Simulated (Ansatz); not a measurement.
**FGeHS (SMILES [F][Ge][SH]): functionals against CCSD(T) at one geometry**

The task here is to estimate one member of a computed series from the others.

Method: single points in def2-TZVPP; program: Ansatz 0.2.0, Gaussian basis.

Correlated methods freeze the cores. Filled d shells of the heavier atoms are correlated.

### Where the work starts

SMILES `[F][Ge][SH]`, 4 atoms, charge 0, spin multiplicity 1.

Atoms are counted from 1 here; the program's logs count them from 0.

Bond lengths: F1–Ge2 1.682 Å, Ge2–S3 2.268 Å, S3–H4 1.535 Å. Angles: F1–Ge2–S3 91.0°, Ge2–S3–H4 103.2°.

Coordinates:

```xyz
4
charge 0, multiplicity 1
F    -1.8791    0.4269    0.6629
Ge   -0.3609   -0.0798    1.1786
S     0.4112   -0.0650   -0.9535
H     1.8474   -0.5876   -0.8085
```

The first run:

run/in.yaml

```yaml
crystal:
  periodic: [false, false, false]
  atoms:
    - {symbol: F, position_ang: [-1.879100, 0.426900, 0.662900]}
    - {symbol: Ge, position_ang: [-0.360900, -0.079800, 1.178600]}
    - {symbol: S, position_ang: [0.411200, -0.065000, -0.953500]}
    - {symbol: H, position_ang: [1.847400, -0.587600, -0.808500]}
basis:
  gaussian: {orbitals: def2-TZVPP}
correlation: {method: ccsd_t}
output: {forces: true}
```

The command line of these runs was not kept.

Among the steps run: CCSD(T)/def2-TZVPP; PBE0-D4/def2-TZVPP; wB97M-V/def2-TZVPP; r2SCAN-D4/def2-TZVPP; PBE-D4/def2-TZVPP; wB97X-V/def2-TZVPP; BHLYP-D4/def2-TZVPP.

One table of the session follows, with a row left open; its other results are not shown here.

```
   method  RMS force component (eV/Å)  angle to CCSD(T) forces (°)  dipole (D)
  CCSD(T)                       1.560                    reference        2.24
  PBE0-D4                       1.593                          1.0        2.31
  wB97M-V                       1.623                          1.7        2.36
r2SCAN-D4                       1.571                          2.2        2.19
   PBE-D4                       1.699                         12.2        2.13
  wB97X-V                           ?                            ?           ?
 BHLYP-D4                       1.600                          5.2        2.50
```

Estimate the missing values for wB97X-V.

**Answer.** RMS force component (eV/Å): 1.639; angle to CCSD(T) forces (°): 1.8; dipole (D): 2.37. In the column «RMS force component (eV/Å)» it lies between wB97M-V (1.623) and PBE-D4 (1.699).
